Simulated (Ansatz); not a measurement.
# Ge2H3: the cost of one run

Program: Ansatz 0.2.0, Gaussian basis. Level of theory: cc-pVDZ, all electrons in the functionals, frozen cores in the correlation of double hybrids and RPA. These are calculated values, not measurements.

To be run: wB97M-V, B2PLYP, RPA-PBE, at charge 0, doublet; charge 0, quartet; charge 1, singlet; charge 1, triplet; displaced geometry v1; displaced geometry v2.

15 further runs of the same task are left out: 6 that didn't finish, 9 set aside as unsound or not needed.

## Step 1: What is computed

The geometry is a PBE0/def2-TZVP stationary point (not a proven minimum). No spin-orbit coupling is included. The filled d shell of Ge may be among the frozen orbitals whatever the setting's name suggests; the logs give the count.

5 atoms, charge 0, spin multiplicity 2.

Atoms are counted from 1 here; the program's logs count them from 0.

Bond lengths: Ge1–Ge2 2.405 Å, Ge1–H3 1.548 Å, Ge1–H4 1.548 Å, Ge2–H5 1.595 Å. Angles: Ge2–Ge1–H3 130.0°, Ge2–Ge1–H4 123.8°, H3–Ge1–H4 106.2°, Ge1–Ge2–H5 87.5°.

No dispersion term is added; wB97M-V holds VV10 nonlocal correlation.

The geometry shown and the zero of energy belong to the point charge 0, doublet. The yardstick, UCCSDT(Q), and other wave-function levels (R restricted, U unrestricted, valence and pair active spaces) come from earlier runs.

## Step 2: wB97M-V, charge 0, doublet

in.yaml reads:

```yaml
crystal:
  periodic: [false, false, false]
  atoms:
    - {symbol: Ge, position_ang: [0.000000, 0.013184, 1.181237]}
    - {symbol: Ge, position_ang: [0.000000, -0.034339, -1.223364]}
    - {symbol: H, position_ang: [0.000000, 1.219299, 2.151804]}
    - {symbol: H, position_ang: [0.000000, -1.255242, 2.068613]}
    - {symbol: H, position_ang: [0.000000, 1.560523, -1.184463]}
basis:
  gaussian: {orbitals: cc-pVDZ}
magnetization: {spin_polarized: true, initial_magnetization: 1}
hamiltonian: {xc: {name: wB97M-V}}
output: {forces: true, orbitals: {seedname: orbitals}}
```

On the command line:

```sh
$ ansatz run in.yaml --threads 1 --pin off --events-out ev --progress --plain --max-ram 2393MiB
```

What time and memory should one allow on 1 thread of Arm Neoverse V2, shared host?

About 22 s, with a peak of 0.34 GiB.
